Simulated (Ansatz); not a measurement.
**C₂H₆AlN: how energies converge with the basis set**

How large a basis does C₂H₆AlN need? Two functionals are run in growing sets.

Computed with Ansatz 0.2.0, Gaussian basis. Level: one geometry, several basis sets.

Levels to be run: PBE0-D4/def2-SVP; ωB97M-V/def2-SVP; PBE0-D4/def2-QZVPP; ωB97M-V/def2-QZVPP; the functionals' def2-TZVPP values are taken from earlier runs.

### 1 The geometry

An earlier PBE0-D4 in a triple-zeta def2 set relaxation fixed the geometry.

SMILES `C[CH]1[NH][AlH]1`, 10 atoms, charge 0, spin multiplicity 1.

Atoms are counted from 1 here; the program's logs count them from 0.

Bond lengths: C1–C2 1.508 Å, C1–H5 1.094 Å, C1–H6 1.099 Å, C1–H7 1.094 Å, C2–N3 1.504 Å, C2–Al4 1.930 Å, C2–H8 1.095 Å, N3–Al4 1.722 Å, N3–H9 1.007 Å, Al4–H10 1.573 Å. Angles: C2–C1–H5 110.9°, C2–C1–H6 111.3°, C2–C1–H7 112.0°, H5–C1–H6 107.2°, H5–C1–H7 108.0°, H6–C1–H7 107.3°, C1–C2–N3 116.3°, C1–C2–Al4 126.3°, C1–C2–H8 110.9°, N3–C2–Al4 58.6°, N3–C2–H8 113.2°, Al4–C2–H8 119.7°, C2–N3–Al4 73.1°, C2–N3–H9 120.6°, Al4–N3–H9 166.3°, C2–Al4–N3 48.2°, C2–Al4–H10 167.4°, N3–Al4–H10 144.3°.

### 2 PBE0-D4 in def2-SVP

in.yaml

```yaml
crystal:
  periodic: [false, false, false]
  atoms:
    - {symbol: C, position_ang: [-1.182113, 0.572429, -0.218616]}
    - {symbol: C, position_ang: [-0.097482, -0.475234, -0.241884]}
    - {symbol: N, position_ang: [0.799760, -0.532460, 0.963358]}
    - {symbol: Al, position_ang: [1.800061, -0.153732, -0.386216]}
    - {symbol: H, position_ang: [-1.687852, 0.632151, -1.186982]}
    - {symbol: H, position_ang: [-1.947467, 0.337603, 0.534275]}
    - {symbol: H, position_ang: [-0.788215, 1.564951, 0.017939]}
    - {symbol: H, position_ang: [-0.504570, -1.452395, -0.522781]}
    - {symbol: H, position_ang: [0.421983, -0.738499, 1.873469]}
    - {symbol: H, position_ang: [3.269097, 0.193985, -0.829660]}
basis:
  gaussian: {orbitals: def2-SVP}
hamiltonian: {xc: pbe0, dispersion: d4}
output: {orbitals: {seedname: orbitals}}
```

Started as:

```console
> ansatz run in.yaml --threads 2 --pin off --events-out ev --progress --plain --max-ram 4352MiB
```

After this run come: ωB97M-V in def2-SVP; PBE0-D4 in def2-QZVPP; ωB97M-V in def2-QZVPP.

Before running them: what should the planned runs give, taken together? Wanted: PBE0-D4: double and triple zeta above quadruple; ωB97M-V: double and triple zeta above quadruple.

As calculated:

| quantity | value |
| --- | --- |
| PBE0-D4: double and triple zeta above quadruple | 6.86, 0.42 eV |
| ωB97M-V: double and triple zeta above quadruple | 7.03, 0.41 eV |

In words: For PBE0-D4 the step from double to triple zeta gains 6.44 eV and the next only 0.42 eV. Total energies overstate the basis error of differences, where much of it tends to cancel. The LUMO of ωB97M-V is positive and keeps falling with the basis (1.17 to 0.50 eV): an unbound level that the basis holds in place.
